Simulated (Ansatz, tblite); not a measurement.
GeSO: GFN2-xTB, run from Python

These are simulated results from tblite 0.8.0, not measurements. The cell was built from a prototype and was relaxed with r2SCAN in plane waves (Ansatz 0.2.0). It may be hypothetical. It is a single sheet, repeated along a and b, with vacuum along c. All runs are without spin polarisation.

The sheet's in-plane cell has a = 3.088 Å, b = 3.088 Å (γ = 120.0°), and its outermost atoms lie 2.62 Å apart along the normal. Around Ge lie 3 O at 2.07 Å and 3 S at 2.38 Å; around O lie 3 Ge at 2.07 Å; around S lie 3 Ge at 2.38 Å.

tblite solves periodic systems at the zone centre alone, so the script builds a cluster of 4×4×1 conventional cells (48 atoms), which folds in a coarse mesh of k points.

Input script:

```python
import json
from ase import Atoms
from ase.build import make_supercell
from ase.units import Bohr, GPa, Hartree
from tblite.interface import Calculator

atoms = Atoms(['Ge', 'O', 'S'],
              cell=[[3.088457, -0.0, -0.0], [-1.544228, 2.674682, 0.0], [-0.0, 0.0, 29.014324]],
              scaled_positions=[[0.333333, 0.666667, 0.31615], [0.666667, 0.333333, 0.352421], [0.666667, 0.333333, 0.262003]],
              pbc=True)
cluster = make_supercell(atoms, [[4, 0, 0], [0, 4, 0], [0, 0, 1]])
calc = Calculator('GFN2-xTB', cluster.numbers, cluster.positions / Bohr, lattice=cluster.cell[:] / Bohr, periodic=cluster.pbc)
calc.set('temperature', 0.02 / Hartree)
calc.set('max-iter', 150)
res = calc.singlepoint()
levels = res.get('orbital-energies') * Hartree
nv = round(res.get('orbital-occupations').sum() / 2)
cells = len(cluster) // len(atoms)
out = {'energy_per_cell': res.get('energy') * Hartree / cells, 'homo': levels[nv - 1], 'lumo': levels[nv],
       'stress': (-res.get('virial') * Hartree / cluster.get_volume() / GPa).tolist(), 'charges': res.get('charges')[:len(atoms)].tolist(), 'electrons': 2 * nv / cells}
json.dump(out, open('results.json', 'w'))
for key, value in out.items():
    print(key, value)
```

Command: `python run.py`. It took 1.6 s on 1 thread of Arm Neoverse V2, with other jobs on the host, peak memory 0.1 GiB.

What it printed:

```
------------------------------------------------------------
  cycle        total energy    energy error   density error
------------------------------------------------------------
      1     -144.2511899516  -1.4433506E+02   8.9857474E-01
      2     -143.3573429211   8.9384703E-01   1.1668538E+00
      3     -126.3355397282   1.7021803E+01   1.7533640E+00
      4     -147.3072691360  -2.0971729E+01   1.3519054E-01
      5     -148.6269626736  -1.3196935E+00   1.2836790E-01
      6     -148.9383645662  -3.1140189E-01   2.9568771E-02
      7     -148.9666961042  -2.8331538E-02   1.3835849E-02
      8     -148.9782567153  -1.1560611E-02   4.0385622E-03
      9     -148.9787301723  -4.7345695E-04   3.9864995E-03
     10     -148.9787905288  -6.0356508E-05   1.7951716E-03
     11     -148.9789548325  -1.6430370E-04   9.4575193E-04
     12     -148.9789860192  -3.1186728E-05   1.9106681E-04
     13     -148.9789859673   5.1955993E-08   1.0960768E-04
     14     -148.9789862390  -2.7176787E-07   9.3850593E-05
     15     -148.9789867022  -4.6312763E-07   6.4283133E-05
     16     -148.9789868642  -1.6199780E-07   3.3937372E-05
     17     -148.9789868631   1.0686563E-09   1.8335990E-05
------------------------------------------------------------

 total:                                   1.108 sec
energy_per_cell -253.37029506565545
homo -13.709574392293275
lumo -13.08116975898042
stress [[0.30722527162490887, -1.0081198877084147e-06, 1.027420808587332e-05], [-1.0081198878108864e-06, 0.3072292058437079, -7.16254721349664e-06], [1.0274208085927426e-05, -7.162547213502063e-06, -0.15057617294543627]]
charges [0.47565149148300895, -0.4082724750024591, -0.06738401378716244]
electrons 16.0
```

The cycle table is in hartree for the whole cluster, and the lines after it are in eV (the energy for one cell). The printed stress is in GPa and positive in compression, and the pressure is its mean diagonal, here averaged over the vacuum too.

GFN2-xTB gives a gap of 0.63 eV. On the same cell, plane-wave PBE (Ansatz, 12×12×1 k points and the special points) gives no gap (an overlap of 0.16 eV at the points read) and r2SCAN no gap (an overlap of 0.03 eV at the points read); on shared hosts these took about 11 and 23 core-seconds on the 3-atom cell, against 1.6 for the script. It shows a gap where PBE has none, though the cluster may miss the k points where PBE's bands overlap. xTB was fitted to molecules, so gaps, charges and pressures of solids can be far off, and the gap also depends on the size of the cluster.

xTB was fitted mostly to molecules, and a small cluster samples few k points, so gaps, pressures and kinks along a curve can be far from a solid's.

Spin-orbit coupling is left out.
